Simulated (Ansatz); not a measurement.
## TlBi3, space group Pm-3m: a relaxation of cell and ions, step by step

With Ansatz 0.2.0, Python API.

Interactive session:
```pycon
>>> import ansatz
>>> from ase.data import atomic_numbers
>>> import numpy as np
>>> import spglib
>>> FUNCTIONAL = "r2SCAN"
>>> CUTOFF = 600
>>> K_LENGTH = 22
>>> SIGMA = 0.05
>>> def edges_and_angles(cell):
...     cell = np.asarray(cell)
...     a, b, c = np.linalg.norm(cell, axis=1)
...     cosines = cell[1] @ cell[2] / (b * c), cell[0] @ cell[2] / (a * c), cell[0] @ cell[1] / (a * b)
...     return (a, b, c, *np.degrees(np.arccos(cosines)))
...
>>> system = (
...     ansatz.Lattice.cubic(5.03514)
...     .space_group(221)
...     .atom("Tl", [0.0, 0.0, 0.0])
...     .atom("Bi", [0.0, 0.5, 0.5])
... )
>>> len(system.resolved().sites)
4
>>> # every cell quantity that the symmetry leaves free
>>> calculation = (
...     system.calculation()
...     .functional(FUNCTIONAL)
...     .pseudopotentials("paw")
...     .basis(CUTOFF)
...     .kpoints(length=K_LENGTH)
...     .occupations(ansatz.OccupationsMethod.FERMI_DIRAC, width=SIGMA)
...     .relax(max_steps=40, cell=True, stress_tolerance=0.01)
...     .stress()
... )
>>> steps = []
>>> def follow(event):
...     if event["event"] != "relax_step":
...         return
...     row = event["data"]
...     steps.append(row)
...     print(f"step {row['step']:3d}  E = {row['lagrangian_ev']:.5f} eV  largest force component = {row['allowed_force_max_ev_ang']:.4f} eV/A  P = {row['pressure_gpa']:.3f} GPa")
...
>>> out = calculation.session().plan(threads=1).execute(on_event=follow)
step   1  E = -48691.07533 eV  largest force component = 0.0000 eV/A  P = -0.551 GPa
step   2  E = -48691.07829 eV  largest force component = 0.0000 eV/A  P = 0.073 GPa
step   3  E = -48691.07833 eV  largest force component = 0.0000 eV/A  P = -0.003 GPa
step   4  E = -48691.07828 eV  largest force component = 0.0000 eV/A  P = -0.003 GPa
>>> report = out.report
>>> type(out).__name__, type(report).__name__
('RunOutcome', 'dict')
>>> sorted(key for key in report if key.endswith("_ev"))
['energy_sigma0_ev', 'entropy_ts_ev', 'fermi_energy_ev', 'free_energy_ev', 'gap_by_band_count_ev', 'harris_foulkes_ev', 'internal_energy_ev', 'lagrangian_above_aufbau_ev', 'lagrangian_ev', 'lagrangian_sigma0_ev']
>>> first, last = steps[0], steps[-1]
>>> symbols = [site.symbol for site in out.lattice.sites]
>>> print(f"energy gained {first['lagrangian_ev'] - last['lagrangian_ev']:.4f} eV in {len(steps) - 1} steps")
energy gained 0.0029 eV in 3 steps
>>> for label, vectors in (("before", first["cell_ang"]), ("after", out.lattice.cell_ang)):
...     print(label, "a b c (A) {:.4f} {:.4f} {:.4f}  angles {:.2f} {:.2f} {:.2f}".format(*edges_and_angles(vectors)), f" V = {abs(np.linalg.det(vectors)):.3f} A^3")
...
before a b c (A) 5.0351 5.0351 5.0351  angles 90.00 90.00 90.00  V = 127.654 A^3
after a b c (A) 5.0130 5.0130 5.0130  angles 90.00 90.00 90.00  V = 125.976 A^3
>>> print("final stress xx yy zz (GPa, compression positive):", np.round(np.diag(report["stress_gpa"]), 3) + 0.0)
final stress xx yy zz (GPa, compression positive): [-0.003 -0.003 -0.003]
>>> change = np.array(last["positions_ang"]) @ np.linalg.inv(last["cell_ang"]) - np.array(first["positions_ang"]) @ np.linalg.inv(first["cell_ang"])
>>> moved = np.linalg.norm(change @ np.array(last["cell_ang"]), axis=1)
>>> print("displacement within the cell, strain taken out (A):", " ".join(f"{s}:{d:.3f}" for s, d in zip(symbols, moved)))
displacement within the cell, strain taken out (A): Tl:0.000 Bi:0.000 Bi:0.000 Bi:0.000
>>> print("atom   start x y z (A)              end x y z (A)")
atom   start x y z (A)              end x y z (A)
>>> for symbol, a, b in zip(symbols, first["positions_ang"], last["positions_ang"]):
...     print(f"{symbol:3s}", " ".join(f"{v:8.4f}" for v in a), "  ", " ".join(f"{v:8.4f}" for v in b))
...
Tl    0.0000   0.0000   0.0000     -0.0000   0.0000  -0.0000
Bi    0.0000   2.5176   2.5176      0.0000   2.5065   2.5065
Bi    2.5176   0.0000   2.5176      2.5065   0.0000   2.5065
Bi    2.5176   2.5176   0.0000      2.5065   2.5065  -0.0000
>>> fractions = [site.position_frac for site in out.lattice.sites]
>>> numbers = [atomic_numbers[s] for s in symbols]
>>> for tolerance in (1e-3, 1e-2, 1e-1):
...     print(f"space group at {tolerance} A:", spglib.get_spacegroup((out.lattice.cell_ang, fractions, numbers), symprec=tolerance))
...
space group at 0.001 A: Pm-3m (221)
space group at 0.01 A: Pm-3m (221)
space group at 0.1 A: Pm-3m (221)
>>> print(f"free energy      {report['free_energy_ev']:.5f} eV")
free energy      -48691.07828 eV
>>> print(f"per atom         {report['free_energy_ev'] / len(out.lattice.sites):.5f} eV")
per atom         -12172.76957 eV
>>> print(f"SCF iterations   {report['n_iterations']}  (converged: {report['converged']})")
SCF iterations   5  (converged: True)
>>> # principal values and the von Mises stress of the deviator
>>> principal = np.linalg.eigvalsh(np.array(report["stress_gpa"]))
>>> mises = np.sqrt(0.5 * sum((principal[i] - principal[i - 1]) ** 2 for i in range(3)))
>>> print("principal stresses (GPa, compression positive):", np.round(principal, 3))
principal stresses (GPa, compression positive): [-0.003 -0.003 -0.003]
>>> print(f"mean {principal.mean():.3f} GPa, von Mises {mises:.3f} GPa, PV = {principal.mean() * report['setup']['cell_volume_ang3'] / 160.21766:.4f} eV")
mean -0.003 GPa, von Mises 0.000 GPa, PV = -0.0020 eV
```

Caveats:
- Absolute energies stand on the zero of these potentials, so only differences at equal settings mean something.
- Forces vanish by symmetry, so the ions can't move, and the end may be a saddle.
- The mesh is modest for a metal, so energies can be off by several to tens of meV an atom and pressures by half a GPa or more; differences at equal mesh fare better.
- Energies along a relaxation are free energies. Rows at an unchanged volume are solved on a plane-wave basis chosen afresh for that cell, so the energy jumps there and such rows are no steps of the walk.
- A gap by band count of zero or less means overlapping bands, a metal.
- The structure comes from a database of computed cells and needn't be a stable or known phase.
- Gaps and levels are Kohn-Sham values on a finite set of k-points, without spin-orbit coupling.
- Finished in 32 s on 1 thread of Intel(R) Xeon(R) Platinum 8259CL CPU @ 2.50GHz (Skylake/Cascade Lake), with other jobs on the host, peak memory 0.92 GiB.

(Lines on the test bed's own set-up are left out of the output.)
